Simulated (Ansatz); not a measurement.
# CH6OS2Si: the cost of one run

All numbers below are computed with Ansatz 0.2.0 (RKS B3LYP-D4/STO-3G).

## Step 1: The starting structure

Bond lengths: O1–C2 1.454 Å, C2–S3 1.811 Å, S3–Si4 2.073 Å, Si4–S5 2.107 Å, O1–H6 0.919 Å, C2–H7 1.109 Å, C2–H8 1.089 Å, Si4–H9 1.527 Å, Si4–H10 1.503 Å, S5–H11 1.322 Å. Angles (14 of 15 angles, heavy atoms first): O1–C2–S3 108.8°, C2–S3–Si4 101.4°, S3–Si4–S5 112.7°, O1–C2–H7 105.3°, O1–C2–H8 109.3°, S3–C2–H7 112.0°, S3–C2–H8 113.0°, C2–O1–H6 103.7°, S3–Si4–H9 107.5°, S3–Si4–H10 109.1°, S5–Si4–H9 110.1°, S5–Si4–H10 111.1°, Si4–S5–H11 96.5°, H7–C2–H8 108.0°.

Structure file:

```xyz
11

O     1.7827    0.6634    2.2105
C     0.9658    0.6661    1.0081
S    -0.1308   -0.7743    1.0430
Si   -1.1902   -0.5255   -0.7216
S     0.0170   -0.7568   -2.4329
H     1.6409   -0.1712    2.5683
H     1.6856    0.6202    0.1655
H     0.4269    1.6103    0.9403
H    -2.3165   -1.5566   -0.7314
H    -1.8576    0.8215   -0.7093
H    -0.9584   -0.6541   -3.3199
```

## Step 2: Relaxing the start

input.yaml

```yaml
crystal:
  periodic: [false, false, false]
  atoms:
    - { symbol: O, position_ang: [1.7827, 0.6634, 2.2105] }
    - { symbol: C, position_ang: [0.9658, 0.6661, 1.0081] }
    - { symbol: S, position_ang: [-0.1308, -0.7743, 1.043] }
    - { symbol: Si, position_ang: [-1.1902, -0.5255, -0.7216] }
    - { symbol: S, position_ang: [0.017, -0.7568, -2.4329] }
    - { symbol: H, position_ang: [1.6409, -0.1712, 2.5683] }
    - { symbol: H, position_ang: [1.6856, 0.6202, 0.1655] }
    - { symbol: H, position_ang: [0.4269, 1.6103, 0.9403] }
    - { symbol: H, position_ang: [-2.3165, -1.5566, -0.7314] }
    - { symbol: H, position_ang: [-1.8576, 0.8215, -0.7093] }
    - { symbol: H, position_ang: [-0.9584, -0.6541, -3.3199] }
basis:
  gaussian: { orbitals: STO-3G }
hamiltonian:
  xc: b3lyp
  dispersion: d4
relax:
  f_tol: 0.02
  max_steps: 40
output:
  orbitals: {}
```

On the command line:

```sh
$ ansatz run input.yaml --threads 1 --pin off --max-ram 2048MiB --backend cpu --events-out ev --progress --plain --runs-dir out
```

What time and memory should one allow on 1 thread of AMD EPYC 7R43 (Zen 3), shared host?

About 68 s, with a peak of 0.17 GiB.
